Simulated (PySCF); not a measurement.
# A diatomic session: IrF

The task here is to estimate one member of a computed series from the others.

Computed with PySCF 2.14.0. Level: Ir x2c-TZVPPall, F x2c-TZVPPall, spin-free X2C with a Gaussian nucleus.

Set-up of the first run:

A driver script around PySCF takes these settings:

```json
{
 "atoms": "Ir, F",
 "charge": "0",
 "basis": "Ir x2c-TZVPPall, F x2c-TZVPPall",
 "Hamiltonian": "spin-free X2C with a Gaussian nucleus",
 "basis functions": "128",
 "electrons treated": "86",
 "masses in u": "192.9629, 18.9984",
 "levels": "PBE0, PBE, r²SCAN, B3LYP, B97-3, TPSS, BLYP, ωB97X-V, HF, MP2, SCS-MP2",
 "grid": "80 radial by 434 angular points",
 "occupations": "held fixed by the projection of orbital angular momentum",
 "dissociation limit": "Ir + F, each in its ground configuration",
 "starting distance in angstrom": "1.800",
 "values of 2S to try": "0, 2, 4, 6"
}
```

Command:

```sh
$ OMP_NUM_THREADS=2 python dia.py task.json out
```

Among the steps run: The job; The PBE0 curve of the state that the search chose; Excited determinants; PBE (GGA); r²SCAN (meta-GGA); B3LYP (global hybrid GGA); B97-3; TPSS (meta-GGA); BLYP; ωB97X-V (range-separated hybrid); ROHF (mean field).

One table of the session follows, with a row left open; its other results are not shown here.

Energy (eV) from each level's lowest point:

```
R (Å)   ROHF  ROHF-MP2  ROHF-SCS-MP2    PBE   BLYP
1.591  1.872     1.391         1.482  1.505  1.666
1.665  0.906     0.554         0.616  0.653  0.756
1.739  0.356     0.135         0.170  0.201  0.256
1.794  0.133     0.010         0.027  0.044  0.070
1.850  0.024     0.000         0.000  0.000  0.000
1.905  0.000     0.071         0.055  0.037  0.015
1.980  0.061     0.251         0.216  0.175  0.129
2.072      ?         ?             ?      ?      ?
2.183  0.528     0.981         0.902  0.806  0.714
2.331  0.978     1.569         1.465  1.319  1.209
```

**Question.** Estimate the row for R (Å) = 2.072.

Worked estimate for «ROHF». A straight line through the neighbours (1.980, 0.061) and (2.183, 0.528) gives 0.061 + (0.528 − 0.061) × (2.072 − 1.980) / (2.183 − 1.980) = 0.273; a parabola fitted to 4 rows on both sides gives 0.248.

The run gave: ROHF: 0.235; ROHF-MP2: 0.557; ROHF-SCS-MP2: 0.500; PBE: 0.434; BLYP: 0.364. In «ROHF» the line misses by +0.038 and the parabola by +0.013.

To keep in mind: The state is the lowest single determinant that the PBE0 search found; with open d or f shells the true ground state can be another one.
